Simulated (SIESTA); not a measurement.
Crystal: In3Pt5.

```
Pt In
1.0
     4.11627    0.00000    0.00000
    -2.05813    3.56479    0.00000
     0.00000    0.00000   11.09572
Pt In
5 3
Cartesian
  0.0000 0.0000 0.0000
  0.0000 2.3765 9.7550
  0.0000 2.3765 4.1412
  0.0000 2.3765 6.9545
  0.0000 2.3765 1.3408
  2.0581 1.1883 8.4905
  2.0581 1.1883 2.6052
  0.0000 0.0000 5.5479
```

The cell comes from a database or a generator and needn't be the stable form of this composition.

| Quantity | Value |
| --- | --- |
| Program | SIESTA 5.4.2 |
| Task | single point |
| Functional | PBE |
| Potentials or basis | PseudoDojo 0.4 standard (PBE files) |
| Basis | DZP (energy shift 0.003 Ry; two zetas on semicore shells) |
| Grid cutoff | 800 Ry |
| Energy shift | 0.003 Ry |
| k mesh | 8 × 8 × 3 |
| Occupations | fermi-dirac, width 0.05 eV |
| Spin | no spin polarisation |

On this cell: pressure 1.8 GPa; largest force 0.072 eV/Å; band gap on the k mesh none (metal or under the smearing width).

The same run follows on a disturbed copy (atoms moved at random, drawn with an rms of 0.05 Å):

```
CELL_PARAMETERS angstrom
4.11627 0.00000 0.00000
-2.05813 3.56479 0.00000
0.00000 0.00000 11.09572
ATOMIC_POSITIONS crystal
Pt 0.98964 0.99089 0.99819
Pt 0.33412 0.66101 0.87726
Pt 0.33269 0.66327 0.37592
Pt 0.33105 0.66700 0.62883
Pt 0.34004 0.66613 0.11631
In 0.66650 0.33952 0.76677
In 0.67474 0.33317 0.23323
In 0.99731 0.00496 0.49404
```

What changes?

The energy (extrapolated to zero smearing) moves by +9.8 meV/atom; pressure 2.2 GPa; largest force 0.746 eV/Å; band gap on the k mesh none (metal or under the smearing width).

Forces in eV/Å, atoms in the order of the input:
```
Pt   0.545  0.285 -0.003
Pt  -0.405  0.154  0.014
Pt  -0.054  0.162 -0.675
Pt  -0.043  0.089 -0.299
Pt  -0.276 -0.156  0.675
In   0.197 -0.311 -0.186
In  -0.118 -0.036 -0.020
In   0.154 -0.187  0.495
```

Stress tensor (GPa, compression positive):
```
 2.82  0.72 -0.17
 0.72  1.74  0.04
-0.17  0.04  1.93
```

Caveats: short orbitals over semicore shells can move pressures by several GPa; the basis of atomic orbitals isn't converged, which shifts pressures, moduli and gaps.
